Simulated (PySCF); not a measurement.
**Be2H2Cl2, a complex of two parts: interaction energy**

One table from this session's results is given with a row withheld; the runs are named, their logs left out.

Programs: PySCF 2.14.0. All values are calculated, for the isolated system unless a continuum is named. Atoms count from 0, parts from 1.

## The system as given

6 atoms, charge 0, multiplicity 1; geometry: GFN2-xTB. Parts: 1 = atoms 0–2, `[BeH2]`, charge 0; 2 = atoms 3–5, `[Cl][Be][Cl]`, charge 0.

Set-up of the first run:

Job settings and geometry (Å):

```
{"job": {"xc": "PBE0", "basis": "def2-SVPD", "d3": "d3bj", "grid": 2, "kind": "geom", "shake": 0.01}, "charge": 0, "multiplicity": 1, "parts": [{"atoms": "0-2", "charge": 0, "multiplicity": 1}, {"atoms": "3-5", "charge": 0, "multiplicity": 1}]}
Be    -0.025868    -0.040951    -0.544289
H     -0.734451    -0.517858     0.704399
H      1.053352     0.565653    -0.787628
Cl    -3.341239    -1.802959     0.710895
Be    -1.918205    -1.008803     0.016201
Cl    -1.411370    -0.520716    -1.800248
```

Run with:

```console
$ OMP_NUM_THREADS=1 python cluster_run.py task.json out
```

One launch serves the whole session: the jobs run in the order shown.

Steps of the session up to this table: Optimising the geometry at PBE0-D3(BJ)/def2-SVPD; Coupled-cluster interaction energy: CCSD(T) and MP2.

One of the session's tables, all rows but one given; the rest of the session is left out.

It belongs to the step «Coupled-cluster interaction energy: CCSD(T) and MP2». 

```
                 method  interaction energy (kcal/mol)
         HF/aug-cc-pVDZ                         -53.66
        MP2/aug-cc-pVDZ                         -58.01
       CCSD/aug-cc-pVDZ                         -56.41
    CCSD(T)/aug-cc-pVDZ                              ?
         HF/aug-cc-pVTZ                         -55.05
        MP2/aug-cc-pVTZ                         -62.18
    SCS-MP2/aug-cc-pVTZ                         -59.88
      MP2, extrapolated                         -63.35
CCSD(T), limit estimate                         -62.11
```

Q: Estimate the row for CCSD(T)/aug-cc-pVDZ from the others.

The run gave: interaction energy (kcal/mol): -56.77. In the column «interaction energy (kcal/mol)» it lies between MP2/aug-cc-pVDZ (-58.01) and CCSD/aug-cc-pVDZ (-56.41).

In this run the core of Be (1s) is correlated, in a basis without core functions; only the other cores are frozen.

To keep in mind: The parts are deformed by 33.27 kcal/mol, far from their own shapes, so the interaction energy overstates the binding by that much, and the relaxed parts may be other isomers. The interaction energy leaves out the deformation of the parts, 33.27 kcal/mol at MP2. So large a deformation means that a part is far from its own minimum, so a sum across the two methods would be rough.
